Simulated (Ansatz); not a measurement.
# GaGe: one candidate structure, part 1 of 2

Where does GaGe go from the start given, caesium chloride type (Pm-3m, No. 221)?

Computed with Ansatz 0.2.0 (DFT PBE, scalar-relativistic, plane waves, PAW, unless a step's input says otherwise).

### 1 The structure to begin with

The structure is cubic, space group Pm-3m (No. 221). Conventional cell: a = 3.668 Å, b = 3.668 Å, c = 3.668 Å, α = 90.00°, β = 90.00°, γ = 90.00°. Ga (site symmetry m-3m) has 8 Ge at 3.18 Å as nearest neighbours. Ge (site symmetry m-3m) is surrounded by 8 Ga at 3.18 Å.

As a file:

```
Ga Ge
1.0
     3.66844    0.00000    0.00000
     0.00000    3.66844    0.00000
     0.00000    0.00000    3.66844
Ga Ge
1 1
Direct
  0.00000 0.00000 0.00000
  0.50000 0.50000 0.50000
```

### 2 Quick check of gap, pressure and forces

input.yaml reads:

```yaml
crystal:
  lattice:
    - [3.6684400653, 0.0, 0.0]
    - [0.0, 3.6684400653, 0.0]
    - [0.0, 0.0, 3.6684400653]
  atoms:
    - { symbol: Ga, position: [0.0, 0.0, 0.0] }
    - { symbol: Ge, position: [0.5, 0.5, 0.5] }
basis:
  ecutwfc: 420
kpoints:
  mp_grid: { grid: [6, 6, 6] }
hamiltonian:
  xc: pbe
scf:
  occupations: { method: gaussian, width: 0.1 }
  lower_state_search: "off"
output:
  forces: true
  stress: true
  eigenvalues: true
```

Command:

```sh
$ ansatz run input.yaml --threads 1 --pin off --max-ram 2560MiB --backend cpu --events-out ev --progress --plain --runs-dir out
```

Standard output:

```text
Warning: RAYON_NUM_THREADS=1 ignored (pool sized by the plan → 1); use --threads N
Engine: ansatz 0.2.0, x86_64-unknown-linux-gnu
Pseudopotentials: kind: paw
Pseudopotential: Ga, paw, valence charge 13, recommended cutoff 420 eV (normal), Ga.paw.azcp
Pseudopotential: Ge, paw, valence charge 14, recommended cutoff 420 eV (normal), Ge.paw.azcp
Functional definition: PBE
  parameter kappa = 0.804
  parameter beta = 0.06672455060314922
  exchange = pbe_x(kappa = kappa, mu = beta*pi^2/3)
  correlation = pbe_c(beta = beta)
Crystal: 2 atoms, lattice volume = 49.368 Å³
Basis set: ecut = 420 eV, 949 PW (Γ), exchange–correlation on 50×50×50 points (8 copies of the dense FFT grid, shifted against one another)
Bands: 18, of which v1, the nominal top of the filled ones, is band 14 counted from 1 (13 counted from 0)
Symmetry: 48 space group operations
Space group: Pm-3m (ITA 221), of the structure as read, at distance tolerance 3.7e-5 Å
k-points: 20 of 216
Non-local potential: Ga, projectors of the file, l = 0: 2, l = 1: 2, l = 2: 3, l = 3: 1
Non-local potential: Ge, projectors of the file, l = 0: 2, l = 1: 2, l = 2: 3, l = 3: 1
PAW form: soft (Blöchl's): semilocal exchange-correlation on the pseudo side does not see the compensation charge
PAW one-centre angular grid: Ga, 590 points (default); XC on 64 Gauss nodes
PAW one-centre angular grid: Ge, 590 points (default); XC on 64 Gauss nodes
Initial density: superposition of atomic densities (neutral atoms: chi_scale 0, normalization atom), corrected by the library's trained network
Initial wavefunctions: pseudopotential atomic-orbital guess
Functional: x = pbe(κ = 0.804, μ = 0.2195149727645171), c = pbe(β = 0.06672455060314922)
SCF iter   1: F=—  HF=-8077.247282 eV  |F-HF|=—  |Δ(HF+E_count)|=         —  Δρ=2.45e-3  dr2=5.58e-3  ethr=1.77e-3  ⟨swp⟩=5.4  Hψ=3480  notcnv=0  defer=11
automatic band count: the SCF goes on with 22 bands, as 18 were too few: the levels above may hold too much charge
preconditioner: auto → Resta (q_TF=auto, 2.467 Å⁻¹)  ε∞=2.4  [insulator: Δε(μ)=0.125 eV  Ē_g=22.940 eV  σ=0.100 eV  W_gap=0.61  n_scr=18 (ndim 8)  ℏωp=27.5 eV  f_vac=0.000  D(μ)=2.02/eV (n_scr^D=18)  ε∞_Penn≈2.4]
SCF iter   2: F=—  HF=-8077.245143 eV  |F-HF|=—  |Δ(HF+E_count)|=   2.14e-3  Δρ=8.96e-4  dr2=6.24e-4  ethr=2.07e-5  ⟨swp⟩=1.1  Hψ=601  notcnv=0  defer=14
SCF iter   3: F=—  HF=-8077.244969 eV  |F-HF|=—  |Δ(HF+E_count)|=   1.74e-4  Δρ=1.90e-4  dr2=1.64e-5  ethr=2.31e-6  ⟨swp⟩=2.0  Hψ=628  notcnv=0  defer=14
SCF iter   4: F=—  HF=-8077.244925 eV  |F-HF|=—  |Δ(HF+E_count)|=   4.35e-5  Δρ=7.63e-5  dr2=2.29e-6  ethr=6.07e-8  ⟨swp⟩=2.0  Hψ=648  notcnv=0  defer=14
SCF iter   5: F=—  HF=-8077.244927 eV  |F-HF|=—  |Δ(HF+E_count)|=   1.68e-6  Δρ=2.16e-5  dr2=2.22e-7  ethr=8.47e-9  ⟨swp⟩=2.0  Hψ=453  notcnv=0  defer=14
SCF iter   6: F=-8077.244927 eV  HF=-8077.244927 eV  |F-HF|=3.11e-8  |Δ(HF+E_count)|=   9.25e-9  Δρ=9.78e-6  dr2=2.11e-8  ethr=3.70e-10  ⟨swp⟩=7.7  Hψ=2041  notcnv=0
SCF 1 converged in 6 iterations: F = -8077.244927 eV  dr2 = 2.11e-8
SCF converged after 6 iterations
Free energy (F): -8077.244927 eV
Harris-Foulkes:  -8077.244927 eV  (|F-HF|=3.11e-8)
Internal energy: -8077.234506 eV  (E = F + TS)
E sigma→0 (E₀):  -8077.239717 eV
Entropy (-TS):   -0.010421 eV (-5.210 meV/atom)
Fermi energy:    7.067088 eV
--- Per-component energies (eV) ---
  E_band       = -234.682526
  E_kinetic    = 219.579032
  E_local      = -4307.260978  (includes V_loc(G=0)·N_el)
  E_nonlocal   = 835.651887
  E_hartree    = 1922.721624
  E_xc         = -142.172758
  E_vxc        = -118.694900  (∫ρ·V_xc dr)
  E_paw        = -4000.314576  (= ΣΔE_a)
  E_vpaw       = -709.409968  (= ΣTr[D̂ρ^β])
  E_aug_tail   = 0.000109  (compensation charges beyond the density's cutoff)
  E_ewald      = -2605.438846
  E_smearing   = -0.010421  (= −TS)
  E_closure    = 0.000000  (closes the sum)
  Σ components = -8077.244927   (vs F -8077.244927, Δ=0.00e0)
--- Forces (eV/Å), atoms counted from 1 ---
  atom   1  Ga    -0.00000000     0.00000000     0.00000000
  atom   2  Ge     0.00000000    -0.00000000    -0.00000000
  max |Σ_I F_I| component: 5.07e-29 eV/Å
--- Stress (GPa, compression-positive) ---
       -7.581652       0.000000       0.000000
        0.000000      -7.581652       0.000000
        0.000000       0.000000      -7.581652
  P = ⅓ Tr σ = -7.5817 GPa (-75.817 kbar)
--- Band table (eV; the first three rows and the last of 20) ---
  k-point 0: bands = ["-17.6457", "-17.6457", "-17.6365", "-17.6365", "-17.6365", "-7.7270", "-7.7270", "-7.6863", "-7.6863", "-7.6863", "-3.3560", "4.7877", "7.5505", "7.5505", "7.5505", "12.0553", "12.0553", "15.3234", "15.3234", "15.3234", "20.8000", "20.8000"]
  k-point 1: bands = ["-17.6456", "-17.6427", "-17.6374", "-17.6374", "-17.6364", "-7.7263", "-7.7172", "-7.6904", "-7.6904", "-7.6861", "-3.0732", "3.6606", "7.5926", "7.8482", "7.8482", "12.3430", "13.6015", "14.3700", "14.3731", "14.3731", "19.4547", "20.3911"]
  k-point 2: bands = ["-17.6453", "-17.6391", "-17.6391", "-17.6368", "-17.6362", "-7.7249", "-7.6985", "-7.6985", "-7.6980", "-7.6855", "-2.2645", "1.5992", "8.3141", "8.6917", "8.6917", "11.6334", "12.4823", "12.4823", "13.2020", "16.8025", "18.0526", "20.9735"]
  k-point 19: bands = ["-17.6437", "-17.6437", "-17.6437", "-17.6271", "-17.6271", "-7.7224", "-7.7224", "-7.7224", "-7.6615", "-7.6615", "0.8346", "3.9949", "6.0873", "6.0873", "6.0873", "7.1608", "7.1608", "7.1608", "24.3786", "24.3786", "24.3786", "25.6810"]
```

Run time: 0.86 s. Hardware: 1 thread of Intel Xeon Gold 6455B (Sapphire Rapids), shared host; peak memory 0.34 GiB.

From the probe: pressure -7.6 GPa, largest force 0.00 eV/Å, gap on this mesh none (metal). With stress or forces this large, a rough relaxation on a coarse mesh goes ahead of the careful one.

### 3 Coarse relaxation

Changes to input.yaml since step 2:

```diff
@@ -21 +21,6 @@
   eigenvalues: true
+relax:
+  adjacent_minimum: "off"
+  f_tol: 0.04
+  max_steps: 70
+  cell: { stress_tol: 0.4 }
```

Command:

```sh
$ ansatz run input.yaml --threads 1 --pin off --max-ram 2560MiB --backend cpu --events-out ev --progress --plain --runs-dir out
```

Standard output:

```text
Warning: RAYON_NUM_THREADS=1 ignored (pool sized by the plan → 1); use --threads N
[... 9 set-up lines as earlier in the session ...]
Crystal: 2 atoms, lattice volume = 49.368 Å³
Basis set: ecut = 420 eV, 949 PW (Γ), exchange–correlation on 50×50×50 points (8 copies of the dense FFT grid, shifted against one another)
Bands: 18, of which v1, the nominal top of the filled ones, is band 14 counted from 1 (13 counted from 0)
[... 2 set-up lines as earlier in the session ...]
k-points: 20 of 216
[... 8 set-up lines as earlier in the session ...]
SCF iter   1: F=—  HF=-8077.247282 eV  |F-HF|=—  |Δ(HF+E_count)|=         —  Δρ=2.45e-3  dr2=5.58e-3  ethr=1.77e-3  ⟨swp⟩=5.4  Hψ=3480  notcnv=0  defer=11
automatic band count: the SCF goes on with 22 bands, as 18 were too few: the levels above may hold too much charge
preconditioner: auto → Resta (q_TF=auto, 2.467 Å⁻¹)  ε∞=2.4  [insulator: Δε(μ)=0.125 eV  Ē_g=22.940 eV  σ=0.100 eV  W_gap=0.61  n_scr=18 (ndim 8)  ℏωp=27.5 eV  f_vac=0.000  D(μ)=2.02/eV (n_scr^D=18)  ε∞_Penn≈2.4]
SCF iter   2: F=—  HF=-8077.245143 eV  |F-HF|=—  |Δ(HF+E_count)|=   2.14e-3  Δρ=8.96e-4  dr2=6.24e-4  ethr=2.07e-5  ⟨swp⟩=1.1  Hψ=601  notcnv=0  defer=14
SCF iter   3: F=—  HF=-8077.244969 eV  |F-HF|=—  |Δ(HF+E_count)|=   1.74e-4  Δρ=1.90e-4  dr2=1.64e-5  ethr=2.31e-6  ⟨swp⟩=2.0  Hψ=628  notcnv=0  defer=14
SCF iter   4: F=—  HF=-8077.244925 eV  |F-HF|=—  |Δ(HF+E_count)|=   4.35e-5  Δρ=7.63e-5  dr2=2.29e-6  ethr=6.07e-8  ⟨swp⟩=2.0  Hψ=648  notcnv=0  defer=14
SCF iter   5: F=—  HF=-8077.244927 eV  |F-HF|=—  |Δ(HF+E_count)|=   1.68e-6  Δρ=2.16e-5  dr2=2.22e-7  ethr=8.47e-9  ⟨swp⟩=2.0  Hψ=453  notcnv=0  defer=14
SCF iter   6: F=-8077.244927 eV  HF=-8077.244927 eV  |F-HF|=3.11e-8  |Δ(HF+E_count)|=   9.25e-9  Δρ=9.78e-6  dr2=2.11e-8  ethr=3.70e-10  ⟨swp⟩=7.7  Hψ=2041  notcnv=0
SCF 1 converged in 6 iterations: F = -8077.244927 eV  dr2 = 2.11e-8
relax step   1: F+E_penalty+E_count = -8077.24492701 eV  Δ(F+E_penalty+E_count) = +0.000e0 eV  max|allowed force component| = 7.116e-30 eV/Å  Δτ_max = 0.0000 Å  P = -7.582 GPa  Ω = 49.368 Å³  (6 SCF iters, dr2 threshold 1.00e-7 eV, accepted)
Crystal: 2 atoms, lattice volume = 42.393 Å³
Basis set: ecut = 420 eV, 799 PW (Γ), exchange–correlation on 50×50×50 points (8 copies of the dense FFT grid, shifted against one another)
Bands: 22, of which v1, the nominal top of the filled ones, is band 14 counted from 1 (13 counted from 0)
Initial density: handed on by an earlier stage of this run
Initial wavefunctions: those handed on with the density
iter 1 solved again at ethr=1.28e-5 eV; its pass at ethr=3.10e-3 eV (dr2=3.45e-3 eV) is discarded
SCF iter   1: F=—  HF=-8077.523362 eV  |F-HF|=—  |Δ(HF+E_count)|=         —  Δρ=3.51e-3  dr2=3.52e-3  ethr=1.28e-5  ⟨swp⟩=1.9  Hψ=2525  notcnv=0
preconditioner: auto → none  [metal: Δε(μ)=0.030 eV  Ē_g=23.693 eV  σ=0.100 eV  W_gap=0.17  n_scr=6 (ndim 8)  ℏωp=29.6 eV  f_vac=0.000  D(μ)=2.77/eV (n_scr^D=26)]
SCF iter   2: F=—  HF=-8077.522498 eV  |F-HF|=—  |Δ(HF+E_count)|=   8.63e-4  Δρ=1.93e-3  dr2=5.80e-4  ethr=1.28e-5  ⟨swp⟩=2.8  Hψ=738  notcnv=0
SCF iter   3: F=—  HF=-8077.522476 eV  |F-HF|=—  |Δ(HF+E_count)|=   2.21e-5  Δρ=4.09e-4  dr2=7.54e-5  ethr=2.15e-6  ⟨swp⟩=2.0  Hψ=556  notcnv=0
SCF iter   4: F=—  HF=-8077.522397 eV  |F-HF|=—  |Δ(HF+E_count)|=   7.93e-5  Δρ=9.84e-5  dr2=2.32e-6  ethr=2.79e-7  ⟨swp⟩=2.0  Hψ=613  notcnv=0
SCF iter   5: F=—  HF=-8077.522398 eV  |F-HF|=—  |Δ(HF+E_count)|=   5.62e-7  Δρ=3.30e-5  dr2=3.96e-7  ethr=8.60e-9  ⟨swp⟩=2.0  Hψ=711  notcnv=0
SCF iter   6: F=-8077.522397 eV  HF=-8077.522398 eV  |F-HF|=2.49e-8  |Δ(HF+E_count)|=   6.59e-8  Δρ=5.50e-6  dr2=1.71e-8  ethr=7.41e-10  ⟨swp⟩=5.4  Hψ=1879  notcnv=0
SCF 2 converged in 6 iterations: F = -8077.522397 eV  dr2 = 1.71e-8
relax step   2: F+E_penalty+E_count = -8077.52239749 eV  Δ(F+E_penalty+E_count) = -2.775e-1 eV  max|allowed force component| = 1.003e-29 eV/Å  Δτ_max = 0.0000 Å  P = -4.697 GPa  Ω = 42.393 Å³  energy of the carried Pulay correction = +1.203e-3 eV  (6 SCF iters, dr2 threshold 2.00e-7 eV, accepted)
Crystal: 2 atoms, lattice volume = 36.346 Å³
Basis set: ecut = 420 eV, 739 PW (Γ), exchange–correlation on 50×50×50 points (8 copies of the dense FFT grid, shifted against one another)
iter 1 solved again at ethr=1.05e-5 eV; its pass at ethr=3.10e-3 eV (dr2=2.83e-3 eV) is discarded
SCF iter   1: F=—  HF=-8077.581616 eV  |F-HF|=—  |Δ(HF+E_count)|=         —  Δρ=3.20e-3  dr2=2.92e-3  ethr=1.05e-5  ⟨swp⟩=1.9  Hψ=2556  notcnv=0
preconditioner: auto → none  [metal: Δε(μ)=0.060 eV  Ē_g=24.670 eV  σ=0.100 eV  W_gap=0.32  n_scr=6 (ndim 8)  ℏωp=32.0 eV  f_vac=0.000  D(μ)=1.37/eV (n_scr^D=6)]
SCF iter   2: F=—  HF=-8077.580936 eV  |F-HF|=—  |Δ(HF+E_count)|=   6.80e-4  Δρ=1.71e-3  dr2=4.31e-4  ethr=1.05e-5  ⟨swp⟩=2.6  Hψ=696  notcnv=0
SCF iter   3: F=—  HF=-8077.580944 eV  |F-HF|=—  |Δ(HF+E_count)|=   8.18e-6  Δρ=4.30e-4  dr2=6.16e-5  ethr=1.59e-6  ⟨swp⟩=2.6  Hψ=713  notcnv=0
SCF iter   4: F=—  HF=-8077.580948 eV  |F-HF|=—  |Δ(HF+E_count)|=   3.82e-6  Δρ=1.19e-4  dr2=2.31e-6  ethr=2.28e-7  ⟨swp⟩=2.0  Hψ=612  notcnv=0
SCF iter   5: F=—  HF=-8077.580949 eV  |F-HF|=—  |Δ(HF+E_count)|=   1.32e-6  Δρ=3.93e-5  dr2=4.42e-7  ethr=8.55e-9  ⟨swp⟩=2.0  Hψ=710  notcnv=0
SCF iter   6: F=-8077.580949 eV  HF=-8077.580949 eV  |F-HF|=2.35e-8  |Δ(HF+E_count)|=   1.57e-7  Δρ=5.06e-6  dr2=1.34e-8  ethr=7.41e-10  ⟨swp⟩=5.4  Hψ=1947  notcnv=0
SCF 3 converged in 6 iterations: F = -8077.580949 eV  dr2 = 1.34e-8
relax step   3: F+E_penalty+E_count = -8077.58094909 eV  Δ(F+E_penalty+E_count) = -5.855e-2 eV  max|allowed force component| = 1.841e-30 eV/Å  Δτ_max = 0.0000 Å  P = +3.221 GPa  Ω = 36.346 Å³  energy of the carried Pulay correction = +2.406e-3 eV  (6 SCF iters, dr2 threshold 2.00e-7 eV, accepted)
Crystal: 2 atoms, lattice volume = 38.285 Å³
iter 1 solved again at ethr=9.25e-7 eV; its pass at ethr=3.10e-3 eV (dr2=2.50e-4 eV) is discarded
SCF iter   1: F=—  HF=-8077.596991 eV  |F-HF|=—  |Δ(HF+E_count)|=         —  Δρ=9.13e-4  dr2=2.67e-4  ethr=9.25e-7  ⟨swp⟩=2.1  Hψ=2663  notcnv=0
preconditioner: auto → none  [metal: Δε(μ)=0.057 eV  Ē_g=24.403 eV  σ=0.100 eV  W_gap=0.30  n_scr=6 (ndim 8)  ℏωp=31.2 eV  f_vac=0.000  D(μ)=1.25/eV (n_scr^D=6)]
SCF iter   2: F=—  HF=-8077.596939 eV  |F-HF|=—  |Δ(HF+E_count)|=   5.16e-5  Δρ=4.52e-4  dr2=3.82e-5  ethr=9.25e-7  ⟨swp⟩=2.8  Hψ=720  notcnv=0
SCF iter   3: F=—  HF=-8077.596950 eV  |F-HF|=—  |Δ(HF+E_count)|=   1.04e-5  Δρ=1.16e-4  dr2=4.22e-6  ethr=1.42e-7  ⟨swp⟩=2.0  Hψ=640  notcnv=0
SCF iter   4: F=—  HF=-8077.596947 eV  |F-HF|=—  |Δ(HF+E_count)|=   2.31e-6  Δρ=3.27e-5  dr2=2.06e-7  ethr=1.56e-8  ⟨swp⟩=2.0  Hψ=613  notcnv=0
SCF iter   5: F=-8077.596947 eV  HF=-8077.596948 eV  |F-HF|=1.30e-7  |Δ(HF+E_count)|=   1.90e-7  Δρ=1.50e-5  dr2=7.90e-8  ethr=7.41e-10  ⟨swp⟩=5.0  Hψ=1855  notcnv=0
SCF 4 converged in 5 iterations: F = -8077.596947 eV  dr2 = 7.90e-8
relax step   4: F+E_penalty+E_count = -8077.59694750 eV  Δ(F+E_penalty+E_count) = -1.600e-2 eV  max|allowed force component| = 7.889e-31 eV/Å  Δτ_max = 0.0000 Å  P = -0.356 GPa  Ω = 38.285 Å³  energy of the carried Pulay correction = +2.002e-3 eV  (5 SCF iters, dr2 threshold 2.00e-7 eV, accepted)
Basis set: ecut = 420 eV, 739 PW (Γ), exchange–correlation on 48×48×48 points (8 copies of the dense FFT grid, shifted against one another)
Initial wavefunctions: pseudopotential atomic-orbital guess (no wavefunctions were taken with the density)
iter 1 solved again at ethr=1.88e-8 eV; its pass at ethr=3.10e-3 eV (dr2=5.08e-6 eV) is discarded
SCF iter   1: F=—  HF=-8077.594609 eV  |F-HF|=—  |Δ(HF+E_count)|=         —  Δρ=2.55e-4  dr2=8.62e-6  ethr=1.88e-8  ⟨swp⟩=3.0  Hψ=3029  notcnv=0
preconditioner: auto → none  [metal: Δε(μ)=0.056 eV  Ē_g=24.384 eV  σ=0.100 eV  W_gap=0.30  n_scr=6 (ndim 8)  ℏωp=31.2 eV  f_vac=0.000  D(μ)=1.25/eV (n_scr^D=6)]
SCF iter   2: F=—  HF=-8077.594637 eV  |F-HF|=—  |Δ(HF+E_count)|=   2.87e-5  Δρ=2.27e-4  dr2=8.38e-6  ethr=1.88e-8  ⟨swp⟩=2.0  Hψ=708  notcnv=0
SCF iter   3: F=—  HF=-8077.594646 eV  |F-HF|=—  |Δ(HF+E_count)|=   9.10e-6  Δρ=3.50e-5  dr2=4.38e-7  ethr=1.88e-8  ⟨swp⟩=2.0  Hψ=610  notcnv=0
SCF iter   4: F=—  HF=-8077.594633 eV  |F-HF|=—  |Δ(HF+E_count)|=   1.31e-5  Δρ=1.14e-5  dr2=3.69e-8  ethr=1.62e-9  ⟨swp⟩=2.7  Hψ=702  notcnv=0
SCF iter   5: F=—  HF=-8077.594633 eV  |F-HF|=—  |Δ(HF+E_count)|=   7.62e-9  Δρ=5.04e-6  dr2=4.74e-9  ethr=1.37e-10  ⟨swp⟩=2.0  Hψ=701  notcnv=0
SCF iter   6: F=-8077.594633 eV  HF=-8077.594633 eV  |F-HF|=9.09e-12  |Δ(HF+E_count)|=   1.99e-9  Δρ=3.75e-7  dr2=2.49e-11  ethr=4.74e-12  ⟨swp⟩=4.0  Hψ=1223  notcnv=0
SCF 5 converged in 6 iterations: F = -8077.594633 eV  dr2 = 2.49e-11
relax step   5: F+E_penalty+E_count = -8077.59463332 eV  Δ(F+E_penalty+E_count) = +2.314e-3 eV  max|allowed force component| = 1.660e-30 eV/Å  Δτ_max = 0.0000 Å  P = -0.366 GPa  Ω = 38.285 Å³  stress off target by 3.66e-1 GPa  SCF on the basis re-selected at this cell (its energy is not comparable with the rows above)  (6 SCF iters)
basis re-selected at this cell: Δ(F+E_penalty+E_count) = +2.314e-3 eV, ΔP = -0.010 GPa vs the last step (what re-selecting the basis moved, of the pressure what is left beyond the Pulay correction that the steps carried, after the strain that the cell walked since its last selection, with what the two solves' SCF thresholds leave and, on support functions, any second-order correction that the steps lacked; it is no measure of the basis error at this ecutwfc). The dense FFT grid was sized anew with the basis: this SCF ran on 24×24×24 points, the steps before it on 25×25×25, so part of this shift can come from that change (see relax.cell in the input reference). This SCF's stress stands 3.66e-1 GPa from its target on what of the cell is left free (relax.cell.stress_tol is 4.00e-1 GPa) and its largest allowed force component is 1.66e-30 eV/Å (relax.f_tol is 4.00e-2 eV/Å): within both
SCF converged after 6 iterations
Free energy (F): -8077.594633 eV
Harris-Foulkes:  -8077.594633 eV  (|F-HF|=9.09e-12)
Internal energy: -8077.588375 eV  (E = F + TS)
E sigma→0 (E₀):  -8077.591504 eV
Entropy (-TS):   -0.006259 eV (-3.129 meV/atom)
Fermi energy:    10.297205 eV
--- Per-component energies (eV) ---
  E_band       = -153.873620
  E_kinetic    = 224.319258
  E_local      = -3932.722430  (includes V_loc(G=0)·N_el)
  E_nonlocal   = 837.688680
  E_hartree    = 1775.900384
  E_xc         = -144.624753
  E_vxc        = -122.183830  (∫ρ·V_xc dr)
  E_paw        = -4002.278962  (= ΣΔE_a)
  E_vpaw       = -712.776140  (= ΣTr[D̂ρ^β])
  E_aug_tail   = 0.000079  (compensation charges beyond the density's cutoff)
  E_ewald      = -2835.870631
  E_smearing   = -0.006259  (= −TS)
  E_closure    = -0.000000  (closes the sum)
  Σ components = -8077.594633   (vs F -8077.594633, Δ=0.00e0)
--- Forces (eV/Å), atoms counted from 1 ---
  atom   1  Ga    -0.00000000     0.00000000     0.00000000
  atom   2  Ge     0.00000000    -0.00000000    -0.00000000
  max |Σ_I F_I| component: 2.99e-30 eV/Å
--- Stress (GPa, compression-positive) ---
       -0.366488       0.000000      -0.000000
        0.000000      -0.366488      -0.000000
       -0.000000      -0.000000      -0.366488
  P = ⅓ Tr σ = -0.3665 GPa (-3.665 kbar)
--- Band table (eV; the first three rows and the last of 20) ---
  k-point 0: bands = ["-14.4363", "-14.4363", "-14.4103", "-14.4103", "-14.4103", "-4.7361", "-4.7361", "-4.6447", "-4.6447", "-4.6447", "-1.9070", "9.5494", "10.6675", "10.6675", "10.6675", "15.2432", "15.2432", "20.9762", "20.9762", "20.9762", "25.9061", "25.9061"]
  k-point 1: bands = ["-14.4358", "-14.4288", "-14.4126", "-14.4126", "-14.4099", "-4.7344", "-4.7164", "-4.6545", "-4.6545", "-4.6442", "-1.5480", "7.1344", "11.0523", "11.0523", "11.5164", "15.5722", "17.7417", "19.4125", "19.4657", "19.4657", "23.8232", "25.4364"]
  k-point 2: bands = ["-14.4349", "-14.4172", "-14.4172", "-14.4139", "-14.4093", "-4.7309", "-4.6782", "-4.6739", "-4.6739", "-4.6433", "-0.4912", "4.1339", "12.1583", "12.1583", "12.6069", "16.5561", "16.6004", "16.8023", "16.8023", "20.7350", "22.8154", "26.3385"]
  k-point 19: bands = ["-14.4305", "-14.4305", "-14.4305", "-14.3888", "-14.3888", "-4.7346", "-4.7346", "-4.7346", "-4.5939", "-4.5939", "4.5230", "7.7572", "8.7887", "8.7887", "8.7887", "9.7962", "9.7962", "9.7962", "31.6765", "31.6765", "31.6765", "33.0341"]
--- Relaxed structure (4 steps of the walk, 4 accepted, 1 SCFs on fresh bases) ---
  F+E_penalty+E_count = -8077.59463332 eV   max|allowed force component| = 1.660e-30 eV/Å   (the final SCF, on the basis selected at the relaxed cell)
  cell:  # Å, volume = 38.2849 Å³
    - [3.370356935231066, -6.419766481290786e-34, 1.6691392851356043e-33]
    - [3.466673899897024e-33, 3.3703569352310656, -2.5679065925163143e-34]
    - [6.4197664812907865e-34, -2.5679065925163143e-34, 3.3703569352310656]
  atoms:
    - { symbol: Ga, position: [1.2868893973670072e-85, 5.468746905203446e-37, -3.281248143122068e-36] }
    - { symbol: Ge, position: [0.5, 0.5, 0.5] }
```

It took 3.9 s on 1 thread of Intel Xeon Gold 6455B (Sapphire Rapids), shared host; peak memory 0.36 GiB.

Relaxation path:

```csv
step,E - E(step 1) (eV/cell),largest force component (eV/Å),pressure (GPa),volume (Å³)
1,0.0000,0.0000,-7.58,49.37
2,-0.2775,0.0000,-4.70,42.39
3,-0.3360,0.0000,3.22,36.35
4,-0.3520,0.0000,-0.36,38.28
5,-0.3497,0.0000,-0.37,38.28
```

Step 1 is the start. Step 5 repeats the geometry before it on a plane-wave basis chosen anew for that cell, so its energy need not be comparable with the rows above.

|  | before | after | change |
| --- | --- | --- | --- |
| a (Å) | 3.668 | 3.370 | -8.1 % |
| b (Å) | 3.668 | 3.370 | -8.1 % |
| c (Å) | 3.668 | 3.370 | -8.1 % |
| volume (Å³/atom) | 24.68 | 19.14 | -22.4 % |
| shortest distance (Å) | 3.177 | 2.919 | -8.1 % |
| space group (0.01 Å) | Pm-3m | Pm-3m | same |

The run keeps the 48 symmetry operations of the start, so it could not have lowered the symmetry.

(Continued in part 2 of 2.)
